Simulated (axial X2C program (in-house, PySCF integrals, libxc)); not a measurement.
# WO⁺: EOM-EA-CCSD levels

Wanted for WO⁺: EOM-EA-CCSD levels, at the two-component level.

Method: two-component X2C with atomic mean-field terms, W dyall-acv3z, O dyall-av3z; program: an in-house X2C program for linear molecules on PySCF integrals.

All values are calculated.

## (1) The job

The input, task.json:

```json
{
 "zs": [
  74,
  8
 ],
 "q": 1,
 "bas": [
  "dyall-acv3z",
  "dyall-av3z"
 ],
 "r0": 1.77,
 "eom": "ea",
 "thr": -2.0,
 "nmax": 92,
 "grid": [
  1,
  0.96,
  1.045,
  0.92,
  1.09,
  1.15
 ]
}
```

Keys: zs atomic numbers; q charge; bas basis sets; r0 starting distance in Å; eom kind of EOM run; thr threshold in hartree for freezing inner shells (an s shell follows its p shell); nmax most natural virtual spinors; grid distances as factors.

Command:

```bash
> python soeom.py task.json out
```

The runs that follow: EOM-EA-CCSD at 1.631 Å.

Q: Predict the outcome of this session. Wanted: next root led by one particle; T1 of the reference.

The runs gave:

```
                     quantity                             value
       lowest root at 1.631 Å                Ω = 1/2, 15.379 eV
next root led by one particle  Ω = 5/2, about 10480 cm⁻¹ higher
          T1 of the reference                             0.036
```

What this shows: The added electron is bound by 15.38 eV in a spinor of 57% W sσ, 17% W dσ, 14% O pσ. Errors of 0.1 to 0.3 eV are usual at this size, and roots led by higher excitations are left out, so the list is incomplete, and low states of that kind can be missing. T1 or the largest double amplitude of the reference is raised, which lowers the reliability.
